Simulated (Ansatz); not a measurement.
This script makes a ranking of polymorphs by energy of 2 structures of CaGa2 with Ansatz's Python interface.

`caga2_p6_3_mmc.vasp`
```text
CaGa2
1.0
   4.44326180    0.00000000    0.00000000
  -2.22163090    3.84797759    0.00000000
   0.00000000    0.00000000    7.38766439
Ca Ga
2 4
Direct
   0.00000000    0.00000000    0.25000000
   0.00000000    0.00000000    0.75000000
   0.33333333    0.66666667    0.04252573
   0.66666667    0.33333333    0.54252573
   0.66666667    0.33333333    0.95747427
   0.33333333    0.66666667    0.45747427
```

Contents of `caga2_p6_mmm.cif`:
```cif
data_CaGa2
_cell_length_a 4.238858
_cell_length_b 4.238858
_cell_length_c 4.416409
_cell_angle_alpha 90.00000
_cell_angle_beta 90.00000
_cell_angle_gamma 120.00000
_symmetry_space_group_name_H-M 'P 1'
_symmetry_Int_Tables_number 1
loop_
_symmetry_equiv_pos_as_xyz
'x, y, z'
loop_
_atom_site_label
_atom_site_type_symbol
_atom_site_fract_x
_atom_site_fract_y
_atom_site_fract_z
Ca1 Ca    0.000000    0.000000    0.000000
Ga2 Ga    0.333333    0.666667    0.500000
Ga3 Ga    0.666667    0.333333    0.500000
```

The script, `polymorphs_caga2.py`:
```python
"""Which structure of CaGa2 is lowest in energy, at the given cells."""

import warnings

import ansatz
from ase.io import read
import numpy as np
import spglib


def solve(name, crystal):
    calc = (
        crystal.calculation()
        .functional("pbesol")
        .pseudopotentials("nc")
        .accuracy("medium")
        .scf(tolerance=1e-06)
        .kpoints(spacing=0.39)
        .occupations("fermi_dirac", width=0.1)
        .stress()
        .band_table()
    )
    return calc.run()


def volume_per_atom(outcome):
    return abs(np.linalg.det(outcome.lattice.cell_ang)) / len(outcome.lattice.sites)


def space_group(outcome):
    sites = outcome.report["lattice"]["sites"]
    kinds = sorted({site["symbol"] for site in sites})
    cell = (outcome.lattice.cell_ang, [site["position_frac"] for site in sites], [kinds.index(site["symbol"]) for site in sites])
    return spglib.get_spacegroup(cell, symprec=0.01)

warnings.simplefilter("ignore", ansatz.DeckWarning)

phases = {}
atoms = read("caga2_p6_3_mmc.vasp", format="vasp")
p6_3_mmc = ansatz.Crystal.from_ase(atoms)
phases["P6_3/mmc"] = p6_3_mmc
atoms = read("caga2_p6_mmm.cif")
p6_mmm = ansatz.Crystal.from_ase(atoms)
phases["P6/mmm"] = p6_mmm

done = {}
for name, crystal in phases.items():
    try:
        done[name] = solve(name, crystal)
    except ansatz.NonConvergedError as error:
        print(name, "did not converge:", str(error)[:120])

energy = {name: o.report["energy_sigma0_ev"] / len(o.lattice.sites) for name, o in done.items()}
lowest = min(energy.values())
rows = [(name, len(o.lattice.sites), 1000 * (energy[name] - lowest), volume_per_atom(o), space_group(o)) for name, o in done.items()]
rows.sort(key=lambda row: row[2])
print("     phase       atoms  dE (meV/atom)  V (A^3/atom)  space group")
for row in rows:
    print(f"{str(row[0]):>10}  {row[1]:10d}  {row[2]:13.1f}  {row[3]:12.3f}  {str(row[4]):>11}")
```

Which of these structures comes out lowest, and how far apart are they?

By space group at the end of each run: P6_3/mmc (+0 meV an atom, 21.1 Å³) and P6/mmm (+60 meV an atom, 22.9 Å³).

The output:

```console
$ python polymorphs_caga2.py
     phase       atoms  dE (meV/atom)  V (A^3/atom)  space group
  P6_3/mmc           6            0.0        21.052  P6_3/mmc (194)
    P6/mmm           3           59.7        22.907  P6/mmm (191)
```

Reading the output:
- The settings weren't tested for convergence.
- For the metals among these phases the mesh is modest: differences between phases can be off by up to 40 meV an atom.
- The program warned that this SCF threshold is loose for forces or stresses.
- The cells come from databases of deposited and of computed structures, and not all need be stable phases.
- The ranking holds among these structures alone, at zero temperature; the ground state may be another structure. Differences under about 40 meV an atom lie within the error of mesh and functional.
- The script silences the warnings on its input, which a real study should read.
- Hardware and time: 19 s on 1 thread of Arm Neoverse V1, on a shared host, peak memory 0.64 GiB.
